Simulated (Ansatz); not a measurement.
Run this with the Ansatz DFT code, driven from Python and show what comes out.

`adiabatic.py`:
```python
"""How AgHO relaxes after losing an electron."""

import ansatz as az
from ase import Atoms
import numpy as np


def main() -> None:
    atoms = Atoms(["O", "Ag", "H"], positions=[
        (-0.2228, -0.0747, -0.1385),
        (1.3735, -0.1767, 0.7353),
        (-1.1617, 0.1866, -0.6101),
    ])
    mol = az.Crystal.molecule_from_ase(atoms)

    calculation = mol.calculation()
    calculation = calculation.basis(gaussian="def2-TZVP").functional("r2scan")
    symbols = [site.symbol for site in mol.cartesian_sites]
    start = np.array([site.position_ang for site in mol.cartesian_sites], dtype=float)
    report = calculation.relax(force_tolerance=0.01).run().report
    end = np.array(report["positions_ang"])

    minimum = az.Crystal.molecule()
    for symbol, place in zip(symbols, end):
        minimum = minimum.atom(symbol, place.tolist())
    ion = (
        minimum.calculation()
        .basis(gaussian="def2-TZVP")
        .functional("r2scan")
        .charge(1)  # electrons removed from the neutral system
        .spin("collinear", total=1)
    )
    vertical = ion.run().report
    settled = ion.relax(force_tolerance=0.01, max_steps=80).run().report
    print(f"vertical ionisation energy   {vertical['free_energy_ev'] - report['free_energy_ev']:.3f} eV")
    print(f"adiabatic, no zero point     {settled['free_energy_ev'] - report['free_energy_ev']:.3f} eV")
    print(f"relaxation energy of the ion {vertical['free_energy_ev'] - settled['free_energy_ev']:.3f} eV")
    ionised = np.array(settled["positions_ang"])
    print("final positions (A) and the move of each atom")
    for symbol, xyz, old in zip(symbols, ionised, end):
        print(f"{symbol:2s} {xyz[0]:10.5f} {xyz[1]:10.5f} {xyz[2]:10.5f}   {np.linalg.norm(xyz - old):7.4f}")


if __name__ == "__main__":
    main()
```

```console
$ python adiabatic.py
vertical ionisation energy   9.139 eV
adiabatic, no zero point     9.005 eV
relaxation energy of the ion 0.134 eV
final positions (A) and the move of each atom
O    -0.39834   -0.36638   -0.29830    0.0786
Ag    1.41701   -0.05726    0.78483    0.1754
H    -1.02967    0.35883   -0.49982    0.1803
```

Caveats:
- The energies are electronic: no zero-point or thermal terms, and the basis set is short of its limit. The product may relax into another structure. Each relaxation finds its nearest minimum, which needn't be the lowest.
- def2 sets replace the cores of elements past krypton by effective core potentials.
- Wall time of the script: 2.4 min on 1 thread of Arm Neoverse V1, on a shared host, peak memory 0.26 GiB.
